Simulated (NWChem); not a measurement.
**CH2Br2 (SMILES BrCBr): levels of theory compared**

Wanted: a comparison of 6 runs (HF/STO-3G, HF/3-21G, HF/def2-SVP, SVWN5/pcseg-1, PBE0/def2-SVP, MP2/def2-SVPD) of CH2Br2. 

The results are computed with NWChem 7.3.0.

### Step 1. The molecule

CH2Br2: 5 atoms, total charge 0, spin state singlet. SMILES: `BrCBr`. The shape is that of a PBE0-D4/def2-TZVP optimisation.

Bond lengths: Br1–C2 1.922 Å, C2–Br3 1.922 Å, C2–H4 1.084 Å, C2–H5 1.084 Å. Angles: Br1–C2–Br3 113.8°, Br1–C2–H4 107.8°, Br1–C2–H5 107.8°, Br3–C2–H4 107.8°, Br3–C2–H5 107.8°, H4–C2–H5 112.1°.

### Step 2. Energy and forces at HF/STO-3G (run 1)

Contents of input.nw:

```
start input
memory total 2200 mb
charge 0

geometry noautosym nocenter noautoz
  Br   -0.582370   -0.873340    1.500320
  C    -0.105050    0.124070   -0.071970
  Br    1.613500   -0.344140   -0.794330
  H    -0.075830    1.173320    0.198040
  H    -0.850250   -0.079900   -0.832070
end

basis spherical bse
  Br library STO-3G
  C library STO-3G
  H library STO-3G
end

scf
  singlet
  rhf
  thresh 1e-08
  maxiter 80
end

task scf gradient
```

Run with:

```
nwchem input.nw > input.out
```

Log:

```text
[...]
  functions       =    43
[...]
  wavefunction    = RHF
[...]
         Total SCF energy =  -5127.897501905074
      One-electron energy =  -7879.994319083520
      Two-electron energy =   2399.091511022900
 Nuclear repulsion energy =    353.005306155547
        Time for solution =      2.1s
[...]
                         RHF ENERGY GRADIENTS
    atom               coordinates                        gradient
                 x          y          z           x          y          z
   1 Br     -1.100520  -1.650373   2.835194    0.000726  -0.002058   0.001958
   2 C      -0.198516   0.234458  -0.136004   -0.013310   0.015750  -0.009159
   3 Br      3.049073  -0.650330  -1.501066    0.002384  -0.001644   0.000208
   4 H      -0.143298   2.217253   0.374241    0.005012  -0.006165   0.003381
   5 H      -1.606740  -0.150989  -1.572384    0.005188  -0.005884   0.003613
[...]
```

Wall time 3.3 s (1 thread of AMD EPYC 9R45 (Zen 5), shared host); peak memory 0.1 GiB.

### Step 3. Energy and forces at HF/3-21G (run 2)

Contents of mol.nw:

```
start mol
memory 2200 mb
charge 0
geometry noautosym nocenter noautoz
 Br    -0.582370    -0.873340     1.500320
 C     -0.105050     0.124070    -0.071970
 Br     1.613500    -0.344140    -0.794330
 H     -0.075830     1.173320     0.198040
 H     -0.850250    -0.079900    -0.832070
end
basis spherical bse
 * library 3-21G
end
scf
 thresh 1e-08
 maxiter 80
 print medium
end
task scf gradient
```

Run with:

```
nwchem mol.nw > mol.out
```

Log:

```text
[...]
  functions       =    57
[...]
  wavefunction    = RHF
[...]
         Total SCF energy =  -5158.900085368758
      One-electron energy =  -7897.092302727378
      Two-electron energy =   2385.186911203074
 Nuclear repulsion energy =    353.005306155547
        Time for solution =      1.9s
[...]
                         RHF ENERGY GRADIENTS
    atom               coordinates                        gradient
                 x          y          z           x          y          z
   1 Br     -1.100520  -1.650373   2.835194    0.007072   0.011693  -0.019541
   2 C      -0.198516   0.234458  -0.136004    0.017425  -0.020548   0.011895
   3 Br      3.049073  -0.650330  -1.501066   -0.021146   0.004903   0.009933
   4 H      -0.143298   2.217253   0.374241    0.002359   0.008506   0.004224
   5 H      -1.606740  -0.150989  -1.572384   -0.005710  -0.004554  -0.006510
[...]
```

Wall time 2.9 s (1 thread of AMD EPYC 9R45 (Zen 5), shared host); peak memory 0.1 GiB.

Runs 3 to 5 aren't shown in full; the table further down has their settings and results.

### Step 4. Energy and gradient at MP2/def2-SVPD (run 6)

Contents of ch2br2.nw:

```
echo
start ch2br2
title "CH2Br2 gradient"
memory total 2200 mb

geometry units angstroms noautosym nocenter noautoz
  Br    -0.582370    -0.873340     1.500320
  C     -0.105050     0.124070    -0.071970
  Br     1.613500    -0.344140    -0.794330
  H     -0.075830     1.173320     0.198040
  H     -0.850250    -0.079900    -0.832070
end

basis spherical bse
  * library def2-SVPD
end

scf
  singlet
  rhf
  thresh 1e-08
  maxiter 80
  print low
end

mp2
  freeze core 19
  tight
end

task mp2 gradient
```

Run with:

```
nwchem ch2br2.nw > ch2br2.out
```

Log:

```text
[...]
  functions       =   118
[...]
  wavefunction    = RHF
[...]
         Total SCF energy =  -5183.200003723437
      One-electron energy =  -7920.762026636015
      Two-electron energy =   2384.556716757032
 Nuclear repulsion energy =    353.005306155547
        Time for solution =     22.1s
[...]
          Total MP2 energy         -5183.827560158038
[...]
                         mp2 ENERGY GRADIENTS
    atom               coordinates                        gradient
                 x          y          z           x          y          z
   1 Br     -1.100520  -1.650373   2.835194    0.001074   0.002281  -0.003582
   2 C      -0.198516   0.234458  -0.136004   -0.002307   0.002743  -0.001606
   3 Br      3.049073  -0.650330  -1.501066   -0.003936   0.001081   0.001643
   4 H      -0.143298   2.217253   0.374241    0.000405  -0.006579  -0.001126
   5 H      -1.606740  -0.150989  -1.572384    0.004764   0.000474   0.004671
[...]
```

Wall time 56 s (1 thread of AMD EPYC 9R45 (Zen 5), shared host); peak memory 0.67 GiB.

### Step 5. All runs side by side

```
run          level  iteration cap  module   energy (Eh)  dipole moment (D)  HOMO energy (eV)  LUMO energy (eV)  wall time
  1      HF/STO-3G             80     scf  -5127.897502               1.57             -8.50              8.40      3.3 s
  2       HF/3-21G             80     scf  -5158.900085               1.70            -10.69              3.37      2.9 s
  3    HF/def2-SVP             80     scf  -5183.190603               1.68            -10.97              3.12       13 s
  4  SVWN5/pcseg-1            100     dft  -5179.582668               1.48             -6.94             -2.02       11 s
  5  PBE0/def2-SVP            100     dft  -5186.315236               1.48             -8.03             -0.70       13 s
  6  MP2/def2-SVPD             80     mp2  -5183.827560               1.45                 –                 –       56 s
```

### Step 6. Summary of results

| quantity | value |
| --- | --- |
| run 6: total energy | -5183.82756 Eh |
| run 6: dipole moment (of the density that the program reports) | 1.45 D |
| run 6: correlation energy (19 core orbitals frozen) | -627.6 mEh |
| run 6: largest force on an atom | 0.344 eV/Å |

What this shows: The dipole moment (its size) runs from 1.45 D (MP2/def2-SVPD) to 1.70 D (HF/3-21G). The two ends differ in method and basis. Over runs 1, 2, 3, 4, 5 the HOMO–LUMO gap runs from 4.92 eV (SVWN5/pcseg-1) to 16.90 eV (HF/STO-3G). Totals of different functionals can't be ranked against each other. In run 1 the basis is minimal, so the values are rough. All runs together took 99 s, the longest 56 s.
